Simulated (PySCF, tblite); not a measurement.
# C7H13FP+: geometry, infrared bands and NMR shifts

What infrared bands and NMR shifts should C7H13FP+ (`CC[P+]1(CC)C(C)=C1F`) show?

Computed with tblite 0.8.0 and PySCF 2.14.0, with density-fitted response routines of our own, on a single molecule in the gas phase. Atoms count from 0, in the outputs and in this text.

**1. Starting geometry**

22 atoms, charge 1, multiplicity 1; geometry from: force field or distance geometry start.

Bonds of the start (Å): C0–C1 1.51, C1–P2 1.80, P2–C3 1.78, C3–C4 1.53, P2–C5 1.80, C5–C6 1.51, C5–C7 1.33, C7–F8 1.38, C7–P2 1.80, C0–H9 1.10, C0–H10 1.12, C0–H11 1.11, C1–H12 1.11, C1–H13 1.10, C3–H14 1.13, C3–H15 1.07, C4–H16 1.10, C4–H17 1.12, C4–H18 1.12, C6–H19 1.12, C6–H20 1.09, C6–H21 1.12.

**2. Relaxing the molecule with GFN2-xTB**

The job: settings as JSON, then the geometry in Å.

```
{"job": {"kind": "relax", "xc": "GFN2-xTB", "basis": "xTB"}, "charge": 1, "multiplicity": 1}
C      2.737800    -0.359500     0.698000
C      1.705600     0.708200     0.435400
P      0.065100     0.056400     0.103200
C     -0.184800    -1.484800    -0.749900
C     -1.319900    -2.285100    -0.117600
C     -1.180100     1.358200     0.035100
C     -1.659200     2.537200    -0.777500
C     -1.316900     0.601900     1.122700
F     -1.994200     0.297600     2.282700
H      2.402500    -1.366100     0.412400
H      3.071500    -0.340800     1.770900
H      3.633700    -0.083200     0.102400
H      2.011400     1.269400    -0.473100
H      1.620300     1.466300     1.231100
H      0.729000    -2.108400    -0.541300
H     -0.321400    -1.451900    -1.809700
H     -1.716500    -1.790400     0.782300
H     -0.956800    -3.328400     0.077600
H     -2.141100    -2.292400    -0.877800
H     -1.828000     3.391700    -0.068100
H     -2.528400     2.308300    -1.393400
H     -0.840300     2.915000    -1.448700
```

Launch:

```bash
> OMP_NUM_THREADS=1 python probes_run.py task.json out
```

The driver reads the jobs from task.json and runs them one after another.

**Question.** This job is followed by: GFN2-xTB harmonic vibrations, gas phase; GIAO PBE0/pcSseg-1 NMR shielding, non-relativistic, gas phase. What will the session give for the following? strongest single infrared mode (GFN2-xTB); zero-point energy (GFN2-xTB); 13C shifts against TMS (PBE0/pcSseg-1, means over atoms taken as alike); 1H shifts against TMS (PBE0/pcSseg-1, means over atoms taken as alike); 31P shifts against H3PO4 (PBE0/pcSseg-1); 19F shifts against CFCl3 (PBE0/pcSseg-1).

**Answer**, as computed:

```
                                                               quantity                               value
                              strongest single infrared mode (GFN2-xTB)               1241 cm⁻¹, 269 km/mol
                                           zero-point energy (GFN2-xTB)                      112.5 kcal/mol
13C shifts against TMS (PBE0/pcSseg-1, means over atoms taken as alike)  159.4, 118.5, 28.0, 11.5, 10.6 ppm
 1H shifts against TMS (PBE0/pcSseg-1, means over atoms taken as alike)          3.02, 2.76, 2.40, 1.57 ppm
                               31P shifts against H3PO4 (PBE0/pcSseg-1)                           -57.8 ppm
                               19F shifts against CFCl3 (PBE0/pcSseg-1)                          -120.6 ppm
```

**Reading.** Over 142 steps the energy fell by 0.938 eV; of the close pairs, C7–F8 changed most, 1.377 to 1.304 Å. All 60 modes are real, so the xTB geometry is a minimum. The strongest single mode, at 1241 cm⁻¹, is carried by C7, C5, F8. GFN2-xTB is a fitted tight-binding method: band positions and strengths are rough. Its intensities can rank the bands wrongly. At PBE0/pcSseg-1: The largest span, 462 ppm, is at P2, where the paramagnetic term is -594 ppm. By nearest atom (PBE0/pcSseg-1), the HOMO sits on C5, C7 about 25 % each; F8 10 % and the LUMO on P2 39 %; C5 16 %.
